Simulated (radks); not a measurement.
# Nuclear size and the levels of Tb⁵³⁺

Aim: how the total energy, the levels and the density at the nucleus of Tb⁵³⁺ respond when the nuclear radius is scaled.

Program: radks (a radial shooting solver on a logarithmic mesh, Libxc functionals) version 1. Level of theory: Dirac Kohn-Sham, BLYP, spin-unpolarised, spherical densities, finite nucleus. These are calculated values, not measurements, unless marked.

## (1) The atom as given

```
element            : terbium (Z = 65)
charge             : +53
electrons          : 12
configuration      : [Ne] 3s2
nuclear rms radius : 5.06 fm
```

Outer shells as boxes (Hund's rule):

Tb⁵³⁺
```
[Ne] core
3s [↑↓]
```

## (2) rms radius 5.06 fm

Settings of this run:

```text
Z 65
configuration [Ne] 3s2 3p0 4s0
relativity Dirac
functional b88,lyp
spin unpolarised
j_filling average
nucleus finite rms 5.06 fm
c 137.035999084
```

Started as:

```console
$ python run_ks.py task.json out
```

All runs below come from this command, one after another.

## (3) rms radius 4.1087 fm

Changes since step 2:

```diff
@@ -6,3 +6,3 @@
 j_filling average
-nucleus finite rms 5.06 fm
+nucleus finite rms 4.1087 fm
 c 137.035999084
```

## (4) rms radius 4.8019 fm

Changes since step 3:

```diff
@@ -6,3 +6,3 @@
 j_filling average
-nucleus finite rms 4.1087 fm
+nucleus finite rms 4.8019 fm
 c 137.035999084
```

## (5) rms radius 5.2523 fm

Changes since step 4:

```diff
@@ -6,3 +6,3 @@
 j_filling average
-nucleus finite rms 4.8019 fm
+nucleus finite rms 5.2523 fm
 c 137.035999084
```

## (6) rms radius 5.9455 fm

Changes since step 5:

```diff
@@ -6,3 +6,3 @@
 j_filling average
-nucleus finite rms 5.2523 fm
+nucleus finite rms 5.9455 fm
 c 137.035999084
```

Before running it: what results should come out? Wanted: for each run, rms radius; total energy shift; density at nucleus; 1s1/2 shift; 2s1/2 shift; 3s1/2 shift; 3p1/2 shift; 4s1/2 shift.

**Answer**, as computed:

| rms radius (fm) | total energy shift (eV) | density at nucleus (e/bohr³) | 1s1/2 shift (meV) | 2s1/2 shift (meV) | 3s1/2 shift (meV) | 3p1/2 shift (meV) | 4s1/2 shift (meV) |
| --- | --- | --- | --- | --- | --- | --- | --- |
| 4.1087 | -7.76 | 7.28e+05 | -3186 | -427 | -114 | 0.472 | -45.9 |
| 4.8019 | -2.22 | 6.987e+05 | -913 | -122 | -32.8 | 0.134 | -13.2 |
| 5.06 | 0 | 6.891e+05 | 0 | 0 | 0 | 0 | 0 |
| 5.2523 | 1.71 | 6.824e+05 | 703 | 94.2 | 25.2 | -0.102 | 10.1 |
| 5.9455 | 8.27 | 6.604e+05 | 3395 | 455 | 122 | -0.487 | 48.9 |

**Reading.** Shifts are against the first run. Over the range the 1s1/2 level moves by 6.58 eV and the 4s1/2 level by 94.9 meV. A larger nucleus binds the 1s electrons less and lowers the density at its centre. These are shifts of eigenvalues, not the field shifts of spectral lines.
